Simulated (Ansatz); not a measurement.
# AlB2N3: the cost of one run

Program: Ansatz 0.2.0. Level of theory: DFT PBE, scalar-relativistic, plane waves, PAW. These are calculated values, not measurements.

2 further runs of the same task are left out: 2 that didn't finish.

### 1 The system as given

Symmetry: P6_3/mmc, No. 194, hexagonal system. Conventional cell: a = 2.591 Å, b = 2.591 Å, c = 21.297 Å, α = 90.00°, β = 90.00°, γ = 120.00°. Around Al (site symmetry -6m2) lie 3 N at 1.50 Å. Around B (site symmetry 3m) lie 3 N at 1.50 Å. N (site symmetry -6m2) has 3 Al at 1.50 Å as nearest neighbours. N (site symmetry 3m) is surrounded by 3 B at 1.50 Å.

Coordinates:

```cif
data_structure
_symmetry_space_group_name_H-M 'P 1'
_symmetry_Int_Tables_number 1
_cell_length_a 2.5911
_cell_length_b 2.5911
_cell_length_c 21.2967
_cell_angle_alpha 90.000
_cell_angle_beta 90.000
_cell_angle_gamma 120.000
_cell_volume 123.82
loop_
_atom_site_label
_atom_site_type_symbol
_atom_site_fract_x
_atom_site_fract_y
_atom_site_fract_z
_atom_site_occupancy
Al1 Al 0.00000 0.00000 0.25000 1
Al2 Al 0.00000 0.00000 0.75000 1
B1 B 0.00000 0.00000 0.91667 1
B2 B 0.00000 0.00000 0.58333 1
B3 B 0.00000 0.00000 0.08333 1
B4 B 0.00000 0.00000 0.41667 1
N1 N 0.66667 0.33333 0.75000 1
N2 N 0.66667 0.33333 0.08333 1
N3 N 0.66667 0.33333 0.41667 1
N4 N 0.33333 0.66667 0.91667 1
N5 N 0.33333 0.66667 0.25000 1
N6 N 0.33333 0.66667 0.58333 1
```

The start is an ordering of an alloy on its end members' structure types: elements ordered on the sites of the BN type, B/Al on B (P6_3/mmc, No. 194).

### 2 The guess as it stands, on a coarse mesh

File input.yaml:

```yaml
crystal:
  lattice:
    - [2.59105159, 0.0, 0.0]
    - [-1.2955258, 2.2439165, 0.0]
    - [0.0, 0.0, 21.29670812]
  atoms:
    - { symbol: Al, position: [0.0, 0.0, 0.25] }
    - { symbol: Al, position: [0.0, 0.0, 0.75] }
    - { symbol: B, position: [0.0, 0.0, 0.91666667] }
    - { symbol: B, position: [0.0, 0.0, 0.58333333] }
    - { symbol: B, position: [0.0, 0.0, 0.08333333] }
    - { symbol: B, position: [0.0, 0.0, 0.41666667] }
    - { symbol: "N", position: [0.66666667, 0.33333333, 0.75] }
    - { symbol: "N", position: [0.66666667, 0.33333333, 0.08333333] }
    - { symbol: "N", position: [0.66666667, 0.33333333, 0.41666667] }
    - { symbol: "N", position: [0.33333333, 0.66666667, 0.91666667] }
    - { symbol: "N", position: [0.33333333, 0.66666667, 0.25] }
    - { symbol: "N", position: [0.33333333, 0.66666667, 0.58333333] }
basis:
  ecutwfc: 420
kpoints:
  mp_grid: { grid: [6, 6, 1] }
hamiltonian:
  xc: pbe
scf:
  occupations: { method: gaussian, width: 0.1 }
  lower_state_search: "off"
output:
  forces: true
  stress: true
  eigenvalues: true
```

The run is started by

```bash
$ ansatz run input.yaml --threads 1 --pin off --max-ram 2560MiB --backend cpu --events-out ev --progress --plain --runs-dir out
```

Q: Estimate wall time and peak memory on 1 thread of Arm Neoverse V1, shared host.

About 3.2 s, with a peak of 0.34 GiB.
